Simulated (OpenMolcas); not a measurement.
**Mo⁵⁺ among point charges: CASSCF and CASPT2 levels and susceptibility**

Aim: the splitting of the states of Mo⁵⁺ in the field of 5 point charges, its lowest levels with spin-orbit coupling and its magnetic susceptibility.

Program: OpenMolcas 26.06. Level of theory: state-averaged CASSCF and CASPT2, spin-orbit coupling by RASSI with atomic mean-field integrals. These are calculated values, not measurements, unless marked.

## Step 1: What is computed

```
Species                           : Mo⁵⁺ (molybdenum, Z = 42, 37 electrons)
Basis                             : ANO-RCC-VDZP [6s5p3d1f], 43 functions
Scalar Hamiltonian                : DKH2, point nucleus
Inactive shells                   : 1s 2s 2p 3s 3p 3d 4s 4p
Active space                      : 1 electron in 5 orbitals (4d)
Some configurations of this space : 4d
Orbitals                          : optimised for each spin and parity, averaged over all roots
```

The outer shells:

4d
```
4d [↑ ][  ][  ][  ][  ]
```

The ion sits among 5 point charges of -0.5 e arranged as a square pyramid (C4v), 1.93 Å from the ion, with the axial distance 1.640 Å.

Each step is its own input file, run in one work folder so that later steps find the files of earlier ones. Labels, J, g values, rates, χT and fits are worked out afterwards by a script from the matrices that RASSI stores.

## Step 2: Basis and integrals

File a.inp:

```
&GATEWAY
Coord
1

Mo 0.0 0.0 0.0
Basis=ANO-RCC-VDZP
Group=NoSym
NoMove
AngMom=0.0 0.0 0.0
AMFI
XField
5 Angstrom 0
1.930000 0.000000 0.000000 -0.500000
0.000000 1.930000 0.000000 -0.500000
-1.930000 0.000000 0.000000 -0.500000
0.000000 -1.930000 0.000000 -0.500000
0.000000 0.000000 1.640500 -0.500000
&SEWARD
```

## Step 3: Reference wave functions, doublets, 5 roots

File a.inp:

```
&RASSCF
FileOrb=start.orb
Symmetry=1
Spin=2
nActEl=1 0 0
Inactive=18
Ras2=5
CIRoot=5 5 1
SDav=5
CIMx=300
Iter=120 100
PrWF=0.3
OrbListing=Nothing
MaxOrb=0
>>> COPY $Project.JobIph JOB001
```

start.orb holds the contracted functions of the basis, ordered by shell, or the orbitals of the step before.

## Step 4: State interaction with spin-orbit coupling

File a.inp:

```
&RASSI
NrOfJobIphs=1 5
1 2 3 4 5
IphNames
JOB001
EJob
SpinOrbit
DIPRint=1.0
SOCoupling=1000.0
Subsets=2
Property=9
'ANGMOM' 1 'ANGMOM' 2 'ANGMOM' 3 'MLTPL  1' 1 'MLTPL  1' 2 'MLTPL  1' 3
'AMFI' 1 'AMFI' 2 'AMFI' 3
SOProperty=3
'ANGMOM' 1 'ANGMOM' 2 'ANGMOM' 3
```

## Step 5: CASPT2: IPEA 0.25, imaginary shift 0.1 (closed shells correlated: 4s 4p)

File a.inp:

```
>>> COPY JOB001 $Project.JobIph
&CASPT2
Multistate=5 1 2 3 4 5
NoMult
Frozen=14
IPEA=0.25
Imaginary=0.1
MaxIter=60
WThr=0.0 0.3 0.05
PrWF=0.5
NoMix
```

(Steps that only read results are left out.)

Q: Predict the outcome of this session. Wanted: spin-free ground state; first state of the same spin within the active space; lowest level; next level.

As calculated:

```
                                            quantity                                                                        value
                                              method  SS-CASPT2, IPEA 0.25, imaginary shift 0.1 (closed shells correlated: 4s 4p)
                              spin-free ground state                                          doublet, 2-fold in its orbital part
first state of the same spin within the active space                                                          doublet at 990 cm⁻¹
                                        lowest level                                                 2-fold, g = 0.25, 1.37, 1.37
                                          next level                                                                   631.3 cm⁻¹
                                         χT at 300 K                                                               0.18 cm³ K/mol
                           effective moment at 300 K                                                                      1.21 μB
```

Cost by method:

```
                                              method  time of its own steps  time with the reference
                                           A. CASSCF                  2.9 s                    2.9 s
B. SS-CASPT2, IPEA 0.25, imaginary shift 0.1, +4s 4p                    1 s                    3.9 s
```

Times are of one thread on a shared host.

In words: The spin-free ground state (doublet) comes to 100 % from free-ion D terms and keeps the highest spin of the shell. χT at 300 K is 0.18, against 0.38 cm³ K/mol for the spin alone, so orbital moment lowers it. The field of point charges can differ much from that of real complexes. Point charges carry no covalency, so the field is a model and not that of real ligands.
